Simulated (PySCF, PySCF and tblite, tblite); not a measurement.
# C3H8BClGe: a path driven as a shift of bonds, and NMR exchange

Aim: the barrier and rate of a shift of bonds in C3H8BClGe (`BC/C=[C](/Cl)[GeH3]`), and what it does to NMR lines.

Programs: PySCF 2.14.0 with density-fitted response routines of our own, and tblite 0.8.0. All values are computed, except where a source is named. Atoms count from 0 throughout.

## 1. The starting structure

14 atoms, charge 0, multiplicity 1; geometry from: force field or distance geometry start.

Bonds of the start (Å): B0–C1 1.60, B0–H6 1.18, B0–H7 1.17, C1–C2 1.52, C1–H8 1.09, C1–H9 1.10, C2–C3 1.33, C2–H10 1.09, C3–Cl4 1.76, C3–Ge5 1.94, Ge5–H11 1.55, Ge5–H12 1.56, Ge5–H13 1.55.

## 2. GFN2-xTB relaxation, start minimum

What the job is given:

```
{"job": {"xc": "GFN2-xTB", "basis": "xTB", "kind": "relax"}, "charge": 0, "multiplicity": 1}
B     -1.721200    -1.053100    -0.173000
C     -1.097600     0.233200    -0.886600
C     -0.478600     1.162500     0.137900
C      0.721700     1.002400     0.688200
Cl     1.293800     2.174100     1.871800
Ge     1.883700    -0.489600     0.276600
H     -1.624400    -1.212800     0.990100
H     -2.264100    -1.866200    -0.823000
H     -1.904500     0.756100    -1.408500
H     -0.346600    -0.081900    -1.629400
H     -1.076000     2.034800     0.416500
H      2.221000    -0.478500    -1.232000
H      3.195400    -0.357300     1.104500
H      1.196700    -1.824300     0.644800
```

On the command line:

```
$ OMP_NUM_THREADS=1 python ens_run.py task.json out
```

This one command runs the whole study; its stages follow in the order run.

What it wrote:

```text
step      E/eV     max force
  0    -494.04703    1.026
  1    -494.09813    0.582
  2    -494.14830    0.434
  3    -494.15906    0.392
  4    -494.16855    0.165
  5    -494.17044    0.191
  6    -494.17363    0.200
  7    -494.17602    0.175
  8    -494.17815    0.127
  9    -494.17967    0.090
 10    -494.18134    0.129
 11    -494.18296    0.117
 12    -494.18434    0.095
 13    -494.18519    0.071
 14    -494.18570    0.060
 15    -494.18612    0.056
 16    -494.18668    0.080
 17    -494.18741    0.084
 18    -494.18805    0.065
 19    -494.18839    0.049
 20    -494.18857    0.043
 21    -494.18880    0.041
 22    -494.18921    0.071
 23    -494.18984    0.092
 24    -494.19054    0.077
 25    -494.19113    0.053
 26    -494.19164    0.064
 27    -494.19226    0.089
 28    -494.19306    0.087
 29    -494.19382    0.063
 30    -494.19444    0.059
 31    -494.19509    0.098
 32    -494.19600    0.128
 33    -494.19712    0.125
 34    -494.19804    0.082
 35    -494.19861    0.059
 36    -494.19905    0.075
 37    -494.19961    0.092
 38    -494.20030    0.083
 39    -494.20087    0.060
 40    -494.20126    0.057
 41    -494.20169    0.074
 42    -494.20237    0.092
 43    -494.20329    0.104
 44    -494.20425    0.084
 45    -494.20509    0.074
 46    -494.20592    0.080
 47    -494.20702    0.114
 48    -494.20831    0.111
 49    -494.20902    0.102
 50    -494.21018    0.078
 51    -494.21086    0.074
 52    -494.21199    0.086
 53    -494.21369    0.109
 54    -494.21569    0.122
 55    -494.21729    0.110
 56    -494.21820    0.063
 57    -494.21859    0.052
 58    -494.21888    0.038
 59    -494.21917    0.036
 60    -494.21936    0.037
 61    -494.21954    0.035
 62    -494.21970    0.036
 63    -494.21984    0.028
 64    -494.21995    0.025
 65    -494.22004    0.021
 66    -494.22009    0.021
 67    -494.22013    0.019
 68    -494.22018    0.017
 69    -494.22026    0.027
 70    -494.22035    0.031
 71    -494.22043    0.022
 72    -494.22050    0.018
 73    -494.22057    0.025
 74    -494.22065    0.025
 75    -494.22074    0.026
 76    -494.22084    0.022
 77    -494.22093    0.029
 78    -494.22105    0.042
 79    -494.22121    0.042
 80    -494.22146    0.037
 81    -494.22178    0.046
 82    -494.22210    0.047
 83    -494.22223    0.054
 84    -494.22249    0.031
 85    -494.22261    0.030
 86    -494.22285    0.032
 87    -494.22301    0.038
 88    -494.22341    0.064
 89    -494.22372    0.073
 90    -494.22402    0.069
 91    -494.22416    0.061
 92    -494.22444    0.042
 93    -494.22463    0.029
 94    -494.22485    0.024
 95    -494.22494    0.027
 96    -494.22509    0.027
 97    -494.22523    0.025
 98    -494.22538    0.023
 99    -494.22546    0.035
100    -494.22556    0.036
101    -494.22566    0.027
102    -494.22600    0.025
103    -494.22619    0.029
104    -494.22640    0.030
105    -494.22652    0.025
106    -494.22664    0.022
107    -494.22678    0.026
108    -494.22691    0.025
109    -494.22700    0.027
110    -494.22705    0.024
111    -494.22709    0.016
112    -494.22714    0.016
113    -494.22717    0.012
114    -494.22718    0.009
115    -494.22719    0.008
116    -494.22721    0.013
117    -494.22724    0.012
118    -494.22726    0.013
119    -494.22728    0.011
120    -494.22730    0.008
121    -494.22730    0.007
122    -494.22731    0.006
123    -494.22731    0.005
124    -494.22732    0.005
125    -494.22732    0.006
126    -494.22732    0.008
127    -494.22733    0.007
128    -494.22733    0.004
129    -494.22733    0.003
```

Wall time 1.2 s (1 thread of Arm Neoverse N1, shared host).

Relaxing gained 0.180 eV and moved the atoms by 0.56 Å on average (rms).

## 3. Relaxed scan, to the middle

What the job is given:

```
{"job": {"xc": "GFN2-xTB", "basis": "xTB", "coordinate": [["d", [0, 1], 1], ["d", [0, 3], -1]], "kind": "drive"}, "charge": 0, "multiplicity": 1}
B     -2.235961    -0.880108    -0.230533
C     -1.035210     0.007786    -0.721885
C     -0.478130     0.961334     0.279676
C      0.775256     0.908217     0.706215
Cl     1.319248     2.026195     1.919589
Ge     2.181464    -0.328070     0.155653
H     -2.803923    -0.632965     0.759316
H     -2.579344    -1.776645    -0.896096
H     -1.427337     0.582443    -1.571341
H     -0.225614    -0.608055    -1.129331
H     -1.164291     1.701120     0.673350
H      2.389395    -0.287702    -1.327143
H      3.447275     0.062458     0.833651
H      1.836494    -1.736482     0.526712
```

What it wrote:

```text
point  coordinate     E/eV
  0     -1.902     -494.21628
  1     -1.747     -494.19208
  2     -1.590     -494.15960
  3     -1.416     -494.21310
  4     -1.261     -494.22957
  5     -1.106     -494.24440
  6     -0.950     -494.24086
  7     -0.795     -494.22872
  8     -0.639     -494.20905
  9     -0.482     -494.18528
 10     -0.325     -494.15993
 11     -0.168     -494.13014
 12     -0.013     -494.09755
```

Run time: 4.7 s. Hardware: 1 thread of Arm Neoverse N1, shared host.

The highest point is number 12, 2.7 kcal/mol above the first.

## 4. Relaxed scan, from the middle, back

What the job is given:

```
{"job": {"xc": "GFN2-xTB", "basis": "xTB", "coordinate": [["d", [0, 1], 1], ["d", [0, 3], -1]], "kind": "drive"}, "charge": 0, "multiplicity": 1}
B     -1.243965    -0.483613     0.216689
C     -1.105807     0.477919    -1.236492
C     -0.581191     1.109501    -0.084112
C      0.243102     0.312478     0.722841
Cl     0.521793     0.893708     2.358404
Ge     1.867635    -0.635913     0.197973
H     -2.192110    -0.383923     0.900312
H     -0.886085    -1.557199    -0.089603
H     -1.935843     0.962971    -1.727143
H     -0.438753    -0.033943    -1.913460
H     -1.110543     1.944083     0.358606
H      1.794131    -1.105418    -1.221979
H      3.033623     0.287715     0.370401
H      2.043207    -1.804475     1.105729
```

What it wrote:

```text
point  coordinate     E/eV
  0     -0.176     -494.13236
  1     -0.331     -494.16128
  2     -0.485     -494.18574
  3     -0.639     -494.20864
  4     -0.792     -494.22843
  5     -0.944     -494.24129
  6     -1.096     -494.24617
  7     -1.247     -494.24256
```

Wall time 1.8 s (1 thread of Arm Neoverse N1, shared host).

## 5. Relaxed scan, from the middle, on

job is that of step 4.

What it wrote:

```text
point  coordinate     E/eV
  0      0.127     -494.05453
  1      0.288     -494.00506
  2      0.449     -493.96312
  3      0.612     -493.93559
  4      0.773     -493.91929
  5      0.932     -493.91303
  6      1.092     -493.91303
  7      1.247     -493.90898
```

Run time: 1.8 s. Hardware: 1 thread of Arm Neoverse N1, shared host.

The highest point is number 7, 3.4 kcal/mol above the first.

## 6. Nudged elastic band, leg 1

What the job is given:

```
{"job": {"xc": "GFN2-xTB", "basis": "xTB", "kind": "neb"}, "charge": 0, "multiplicity": 1}
B     -1.594762    -0.731761    -0.165145
C     -1.111263     0.407531    -1.127365
C     -0.609986     1.029098     0.135896
C      0.525613     0.650113     0.730645
Cl     0.981293     1.365966     2.237949
Ge     1.911395    -0.615636     0.207478
H     -2.595507    -0.632636     0.431069
H     -0.936433    -1.695822    -0.056380
H     -1.845000     1.042055    -1.611813
H     -0.308339     0.162162    -1.817121
H     -1.244831     1.769708     0.607351
H      1.702708    -1.194757    -1.151614
H      3.209720     0.121869     0.253267
H      1.953971    -1.701507     1.227325
```

What it wrote:

```text
image   E - E0 / eV
  0       0.0000
  1       0.0212
  2       0.0810
  3       0.1868
  4       0.3179
  5       0.3344
  6       0.3287
```

Run time: 2.3 s. Hardware: 1 thread of Arm Neoverse N1, shared host.

The highest point is number 5, 7.7 kcal/mol above the first.

## 7. Saddle search, leg 1

What the job is given:

```
{"job": {"xc": "GFN2-xTB", "basis": "xTB", "kind": "saddle"}, "charge": 0, "multiplicity": 1}
B     -1.251107    -0.757532     0.668418
C     -0.890008     0.736649    -1.460271
C     -0.658649     0.996330    -0.171537
C      0.072583     0.075553     0.744931
Cl     0.455932     0.882197     2.297010
Ge     1.836388    -0.601002     0.182203
H     -2.144891    -0.520622     1.382059
H     -1.297459    -1.655289    -0.076512
H     -1.476019     1.401796    -2.072625
H     -0.470357    -0.127086    -1.949526
H     -1.078449     1.884992     0.282894
H      1.828128    -1.136568    -1.219871
H      2.828199     0.511998     0.277401
H      2.245709    -1.691415     1.115424
```

What it wrote:

```text
step      E/eV     max force
  0    -493.91293   0.0241
  1    -493.91668   0.0379
  2    -493.91729   0.0926
  3    -493.91730   0.0127
  4    -493.91790   0.0261
  5    -493.91835   0.0337
  6    -493.91862   0.0086
  7    -493.91849   0.0173
  8    -493.91823   0.0196
  9    -493.91772   0.0294
 10    -493.91714   0.0360
 11    -493.91664   0.0122
 12    -493.91571   0.0290
 13    -493.91480   0.0550
 14    -493.91521   0.0319
 15    -493.91531   0.0105
 16    -493.91534   0.0017
lowest wavenumbers (cm-1): -79.4 96.6 135.2 154.5 166.5 227.0
```

Wall time 6.6 s (1 thread of Arm Neoverse N1, shared host).

Point group C1; 1 imaginary mode, 79i cm⁻¹, carried by B0, C1, H6. It was not shown to link both ends.

## 8. Saddle search, leg 1

What the job is given:

```
{"job": {"xc": "GFN2-xTB", "basis": "xTB", "kind": "saddle"}, "charge": 0, "multiplicity": 1}
B     -1.247327    -0.830780     0.753231
C     -0.844079     0.792264    -1.500284
C     -0.666140     0.999703    -0.198724
C      0.033639     0.057877     0.729312
Cl     0.446773     0.898814     2.264267
Ge     1.810655    -0.601633     0.166290
H     -2.108707    -0.608639     1.509630
H     -1.332494    -1.707396    -0.014552
H     -1.384194     1.496817    -2.109057
H     -0.450050    -0.079520    -1.995955
H     -1.087782     1.882223     0.264588
H      1.807109    -1.183628    -1.216579
H      2.772089     0.539241     0.220484
H      2.250509    -1.655343     1.127347
```

What it wrote:

```text
step      E/eV     max force
  0    -493.90898   0.0511
  1    -493.90862   0.0456
  2    -493.90565   0.0864
  3    -493.90802   0.0190
  4    -493.90631   0.0240
  5    -493.90493   0.0215
  6    -493.90181   0.0352
  7    -493.89796   0.0453
  8    -493.89397   0.0490
  9    -493.89411   0.0298
 10    -493.89369   0.0537
 11    -493.89957   0.0619
 12    -493.90529   0.1187
 13    -493.90239   0.0327
 14    -493.90591   0.0366
 15    -493.90885   0.0361
 16    -493.91203   0.0325
 17    -493.91404   0.0749
 18    -493.91331   0.0133
 19    -493.91451   0.0238
 20    -493.91515   0.0275
 21    -493.91534   0.0036
lowest wavenumbers (cm-1): -80.4 97.9 135.1 154.4 167.0 227.0
```

Wall time 8.9 s (1 thread of Arm Neoverse N1, shared host).

Point group C1; 1 imaginary mode, 80i cm⁻¹, carried by B0, H6, C1. It was not shown to link both ends.

## 9. DFT refinement, start: PBE0-D3(BJ)/def2-SVP

What the job is given:

```
{"job": {"xc": "PBE0", "basis": "def2-SVP", "kind": "refine"}, "charge": 0, "multiplicity": 1}
B     -1.594762    -0.731761    -0.165145
C     -1.111263     0.407531    -1.127365
C     -0.609986     1.029098     0.135896
C      0.525613     0.650113     0.730645
Cl     0.981293     1.365966     2.237949
Ge     1.911395    -0.615636     0.207478
H     -2.595507    -0.632636     0.431069
H     -0.936433    -1.695822    -0.056380
H     -1.845000     1.042055    -1.611813
H     -0.308339     0.162162    -1.817121
H     -1.244831     1.769708     0.607351
H      1.702708    -1.194757    -1.151614
H      3.209720     0.121869     0.253267
H      1.953971    -1.701507     1.227325
```

What it wrote:

```text
step      E/eV     max force
  0    -72927.33095   1.1005
  1    -72927.47180   0.3350
  2    -72927.49334   0.1433
  3    -72927.50315   0.1672
  4    -72927.50599   0.1200
  5    -72927.50994   0.1745
  6    -72927.51093   0.2328
  7    -72927.51415   0.0991
  8    -72927.51426   0.2280
  9    -72927.51583   0.0580
 10    -72927.51591   0.0622
 11    -72927.51610   0.0377
 12    -72927.51610   0.0203
 13    -72927.51615   0.0121
```

It took 5.3 min on 1 thread of Arm Neoverse N1, shared host; peak memory 0.61 GiB.

Relaxing gained 0.185 eV and moved the atoms by 0.28 Å on average (rms).

**DFT refinement, saddle of leg 1: PBE0-D3(BJ)/def2-SVP**

What the job is given:

```
{"job": {"xc": "PBE0", "basis": "def2-SVP", "kind": "refine"}, "charge": 0, "multiplicity": 1}
B     -1.275156    -0.883812     0.764375
C     -0.743227     0.876262    -1.501132
C     -0.673598     1.010654    -0.182323
C     -0.013155     0.029716     0.735851
Cl     0.414967     0.846469     2.281008
Ge     1.764730    -0.621480     0.156483
H     -2.110415    -0.731453     1.565268
H     -1.378879    -1.695827    -0.068412
H     -1.249238     1.600657    -2.116384
H     -0.288285     0.040739    -2.009460
H     -1.142001     1.856899     0.303618
H      1.710595    -1.434248    -1.105118
H      2.639419     0.569631    -0.067688
H      2.344244    -1.464206     1.243912
```

What it wrote:

```text
step      E/eV     max force
  0    -72927.09248   1.0480
  1    -72927.22879   0.4130
  2    -72927.24436   0.2438
  3    -72927.23446   0.1636
  4    -72927.23019   0.1722
  5    -72927.22703   0.1590
  6    -72927.22790   0.1494
  7    -72927.23551   0.1058
  8    -72927.23557   0.1417
  9    -72927.22556   0.1353
 10    -72927.21300   0.3069
 11    -72927.22460   0.0706
 12    -72927.22026   0.1221
 13    -72927.21727   0.1321
 14    -72927.21434   0.0659
 15    -72927.20978   0.1668
 16    -72927.21303   0.0633
 17    -72927.21150   0.0732
 18    -72927.21033   0.1128
 19    -72927.20994   0.1357
 20    -72927.21142   0.1751
 21    -72927.21281   0.1050
 22    -72927.21623   0.1400
 23    -72927.21472   0.2030
 24    -72927.21457   0.2184
```

Run time: 9.4 min. Hardware: 1 thread of Arm Neoverse N1, shared host; peak memory 0.62 GiB.

**What went wrong.** The run ended before it met its thresholds. Numbers from the part that failed are no properties of the molecule.

## 10. Shieldings, start: PBE/pcSseg-1 in benzene

What the job is given:

```
{"job": {"kind": "nmr", "xc": "PBE", "basis": "pcSseg-1", "solvent": "benzene", "pop": false}, "charge": 0, "multiplicity": 1}
B     -1.594762    -0.731761    -0.165145
C     -1.111263     0.407531    -1.127365
C     -0.609986     1.029098     0.135896
C      0.525613     0.650113     0.730645
Cl     0.981293     1.365966     2.237949
Ge     1.911395    -0.615636     0.207478
H     -2.595507    -0.632636     0.431069
H     -0.936433    -1.695822    -0.056380
H     -1.845000     1.042055    -1.611813
H     -0.308339     0.162162    -1.817121
H     -1.244831     1.769708     0.607351
H      1.702708    -1.194757    -1.151614
H      3.209720     0.121869     0.253267
H      1.953971    -1.701507     1.227325
```

What it wrote:

```text
coarse grid: 54232 points
cycle   1  E = -2680.0489062114  dE = -1.694e-01  |g| = 1.149e+00  |ddm| = 3.627e+00
cycle   2  E = -2679.8672963800  dE =  1.816e-01  |g| = 1.465e+00  |ddm| = 1.540e+00
cycle   3  E = -2680.1225004516  dE = -2.552e-01  |g| = 3.881e-01  |ddm| = 1.339e+00
cycle   4  E = -2680.1624629169  dE = -3.996e-02  |g| = 1.367e-01  |ddm| = 4.819e-01
cycle   5  E = -2680.1663353666  dE = -3.872e-03  |g| = 3.459e-02  |ddm| = 1.282e-01
cycle   6  E = -2680.1666133533  dE = -2.780e-04  |g| = 1.270e-02  |ddm| = 4.671e-02
cycle   7  E = -2680.1666528947  dE = -3.954e-05  |g| = 2.944e-03  |ddm| = 1.638e-02
cycle   8  E = -2680.1666549153  dE = -2.021e-06  |g| = 9.395e-04  |ddm| = 3.542e-03
final grid: 112592 points
cycle   9  E = -2680.1666048148  dE =  3.877e-07  |g| = 1.715e-03  |ddm| = 3.569e-03
cycle  10  E = -2680.1666028374  dE =  1.977e-06  |g| = 3.286e-03  |ddm| = 4.822e-03
cycle  11  E = -2680.1666054516  dE = -2.614e-06  |g| = 5.583e-04  |ddm| = 3.373e-03
cycle  12  E = -2680.1666055316  dE = -7.993e-08  |g| = 6.314e-05  |ddm| = 5.124e-04
cycle  13  E = -2680.1666055325  dE = -9.750e-10  |g| = 2.584e-05  |ddm| = 8.733e-05
converged SCF energy = -2680.1666055325

GIAO shielding tensors (ppm)
atom      isotropic    diamagn.    paramagn.     s11        s22        s33       span
  0 B       65.518     194.268    -128.750     19.946     40.175    136.433    116.488
  1 C      145.264     252.220    -106.956    111.190    146.128    178.474     67.284
  2 C       63.089     254.800    -191.711    -32.757     83.596    138.426    171.183
  3 C       23.044     259.151    -236.107    -75.797     33.421    111.509    187.306
  4 Cl     560.006    1147.364    -587.358    274.522    554.091    851.405    576.883
  5 Ge    1515.149    2754.709   -1239.560   1437.501   1484.923   1623.022    185.521
  6 H       27.149      30.285      -3.136     24.883     26.262     30.303      5.419
  7 H       26.878      30.931      -4.054     23.126     25.573     31.935      8.808
  8 H       28.566      29.389      -0.823     24.547     26.339     34.811     10.265
  9 H       28.984      32.023      -3.038     23.936     29.530     33.488      9.552
 10 H       25.684      31.799      -6.116     21.899     25.889     29.263      7.363
 11 H       27.263      28.902      -1.639     19.702     23.861     38.224     18.522
 12 H       27.672      28.440      -0.768     20.805     23.089     39.124     18.319
 13 H       27.568      28.511      -0.942     21.438     22.578     38.690     17.252
```

It took 27 s on 1 thread of Arm Neoverse N1, shared host; peak memory 0.82 GiB.

This run: HOMO -6.38 eV, LUMO -2.42 eV; dipole 1.36 D.

(Part 1 of 2 ends here.)
